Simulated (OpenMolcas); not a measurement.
# F²⁺: CASSCF and CASPT2 terms and fine-structure levels

Which level of F²⁺ lies lowest, and where do the others fall? The reference wave functions come first, then spin-orbit coupling, then second-order correlation under several settings.

The numbers are computed with OpenMolcas 26.06 (state-averaged CASSCF and CASPT2, spin-orbit coupling by RASSI with atomic mean-field integrals), except any that are marked as measured or tabulated.

### Step 1. What is computed

| Item | Value |
| --- | --- |
| Species | F²⁺ (fluorine, Z = 9, 7 electrons) |
| Basis | ANO-RCC-VDZP [3s2p1d], 14 functions |
| Scalar Hamiltonian | DKH2, point nucleus |
| Inactive shells | 1s |
| Active space | 5 electrons in 4 orbitals (2s 2p) |
| Some configurations of this space | 2p⁵, 2s 2p⁴, 2s² 2p³ |
| Orbitals | optimised for each spin and parity, averaged over the low roots |

Outer shells as boxes (Hund's rule):

2p5
```
2p [↑↓][↑↓][↑ ]
```

2s 2p4
```
2s [↑ ]
2p [↑↓][↑ ][↑ ]
```

2s2 2p3
```
2s [↑↓]
2p [↑ ][↑ ][↑ ]
```

Each step is its own input file, run in one work folder so that later steps find the files of earlier ones. Labels, J, g values, rates, χT and fits are worked out afterwards by a script from the matrices that RASSI stores.

### Step 2. One- and two-electron integrals

Input file a.inp:

```
&GATEWAY
Coord
1

F 0.0 0.0 0.0
Basis=ANO-RCC-VDZP
Group=XYZ
NoMove
AngMom=0.0 0.0 0.0
AMFI
&SEWARD
```

### Step 3. Reference wave functions, quartets of odd parity, 1 root

Input file a.inp:

```
&RASSCF
FileOrb=start.orb
Symmetry=2
Spin=4
nActEl=5 0 0
Inactive=1 0
Ras2=1 3
CIRoot=1 1 1
SDav=1
CIMx=300
Iter=120 100
PrWF=0.3
OrbListing=Nothing
MaxOrb=0
Atom
>>> COPY $Project.JobIph JOB001
```

start.orb holds the contracted functions of the basis, ordered by shell, or the orbitals of the step before.

### Step 4. CASSCF: doublets of odd parity, 8 roots

Input file a.inp:

```
&RASSCF
FileOrb=start.orb
Symmetry=2
Spin=2
nActEl=5 0 0
Inactive=1 0
Ras2=1 3
CIRoot=8 8 1
SDav=11
CIMx=300
Iter=120 100
PrWF=0.3
OrbListing=Nothing
MaxOrb=0
Atom
>>> COPY $Project.JobIph JOB002
```

### Step 5. CASSCF: quartets of even parity, 3 roots

Input file a.inp:

```
&RASSCF
FileOrb=start.orb
Symmetry=1
Spin=4
nActEl=5 0 0
Inactive=1 0
Ras2=1 3
CIRoot=3 3 1
SDav=3
CIMx=300
Iter=120 100
PrWF=0.3
OrbListing=Nothing
MaxOrb=0
Atom
>>> COPY $Project.JobIph JOB003
```

### Step 6. Reference wave functions, doublets of even parity, 9 roots

Input file a.inp:

```
&RASSCF
FileOrb=start.orb
Symmetry=1
Spin=2
nActEl=5 0 0
Inactive=1 0
Ras2=1 3
CIRoot=9 9 1
SDav=9
CIMx=300
Iter=120 100
PrWF=0.3
OrbListing=Nothing
MaxOrb=0
Atom
>>> COPY $Project.JobIph JOB004
```

### Step 7. State interaction with spin-orbit coupling

Input file a.inp:

```
&RASSI
NrOfJobIphs=4 1 8 3 9
1
1 2 3 4 5 6 7 8
1 2 3
1 2 3 4 5 6 7 8 9
IphNames
JOB001
JOB002
JOB003
JOB004
EJob
SpinOrbit
DIPRint=1.0
SOCoupling=1000.0
Subsets=2
MEES
Property=10
'ANGMOM' 1 'ANGMOM' 2 'ANGMOM' 3 'MLTPL  1' 1 'MLTPL  1' 2 'MLTPL  1' 3
'AMFI' 1 'AMFI' 2 'AMFI' 3 'MLTPL  2' 6
SOProperty=3
'ANGMOM' 1 'ANGMOM' 2 'ANGMOM' 3
```

### Step 8. CASPT2: IPEA 0.25, imaginary shift 0.1 (closed shells correlated: 1s)

Input file a.inp:

```
>>> COPY JOB001 $Project.JobIph
&CASPT2
Multistate=1 1
Frozen=0 0
IPEA=0.25
Imaginary=0.1
MaxIter=60
WThr=0.0 0.3 0.05
PrWF=0.5
NoMix
>>> COPY JOB002 $Project.JobIph
&CASPT2
Multistate=8 1 2 3 4 5 6 7 8
Frozen=0 0
IPEA=0.25
Imaginary=0.1
MaxIter=60
WThr=0.0 0.3 0.05
PrWF=0.5
NoMix
>>> COPY JOB003 $Project.JobIph
&CASPT2
Multistate=3 1 2 3
Frozen=0 0
IPEA=0.25
Imaginary=0.1
MaxIter=60
WThr=0.0 0.3 0.05
PrWF=0.5
NoMix
>>> COPY JOB004 $Project.JobIph
&CASPT2
Multistate=9 1 2 3 4 5 6 7 8 9
Frozen=0 0
IPEA=0.25
Imaginary=0.1
MaxIter=60
WThr=0.0 0.3 0.05
PrWF=0.5
NoMix
```

### Step 9. CASPT2: IPEA 0, imaginary shift 0.1 (closed shells correlated: 1s), extended multistate

Input file a.inp:

```
>>> COPY JOB001 $Project.JobIph
&CASPT2
Multistate=1 1
Frozen=0 0
IPEA=0.0
Imaginary=0.1
MaxIter=60
WThr=0.0 0.3 0.05
PrWF=0.5
NoMix
>>> COPY JOB002 $Project.JobIph
&CASPT2
XMultistate=8 1 2 3 4 5 6 7 8
Frozen=0 0
IPEA=0.0
Imaginary=0.1
MaxIter=60
WThr=0.0 0.3 0.05
PrWF=0.5
NoMix
>>> COPY JOB003 $Project.JobIph
&CASPT2
XMultistate=3 1 2 3
Frozen=0 0
IPEA=0.0
Imaginary=0.1
MaxIter=60
WThr=0.0 0.3 0.05
PrWF=0.5
NoMix
>>> COPY JOB004 $Project.JobIph
&CASPT2
XMultistate=9 1 2 3 4 5 6 7 8 9
Frozen=0 0
IPEA=0.0
Imaginary=0.1
MaxIter=60
WThr=0.0 0.3 0.05
PrWF=0.5
NoMix
```

(Steps that only read results are left out.)

Before running it: what results should come out? Wanted: lowest level; first excited level; spin-orbit lowering of the lowest level; strongest of the lines computed, by gA, at SS-CASPT2 energies.

**Answer**, as computed:

| quantity | value |
| --- | --- |
| method | SS-CASPT2, IPEA 0.25, imaginary shift 0.1 (closed shells correlated: 1s) |
| lowest level | 2s² 2p³ ⁴S°_3/2, 100 % of that term, g = 2.002 |
| ground level listed by NIST | 4S°3/2 |
| first excited level | 2s² 2p³ ²D°_3/2 at 4.499 eV |
| spin-orbit lowering of the lowest level | 0.0003 eV |
| strongest of the lines computed, by gA, at SS-CASPT2 energies | 2s 2p⁴ ²P_3/2 → 2s² 2p³ ²D°_5/2, 41.61 nm, A = 1.71e+10 s⁻¹ |

What each method costs and misses:

| method | time of its own steps | time with the reference | mean absolute difference from the measured levels (cm-1) |
| --- | --- | --- | --- |
| A. CASSCF | 9.7 s | 9.7 s | 9000 |
| B. SS-CASPT2, IPEA 0.25, imaginary shift 0.1, +1s | 1.9 s | 12 s | 5300 |
| C. XMS-CASPT2, IPEA 0, imaginary shift 0.1, +1s | 1.7 s | 11 s | 4100 |

Times are of one thread on a shared host.

Second-order correlation (method B) scales the levels of the lowest configuration above 5000 cm⁻¹ by 0.98 to 1.05. Method C lies closest to the measured levels (4100 cm⁻¹ on average) and A farthest (9000). Only the configurations of the active space and the roots asked for are present. Not all states of the active space went into the spin-orbit step. CASPT2 does not keep the components of a term degenerate, and the means are used. Levels of other configurations are missing from the list.
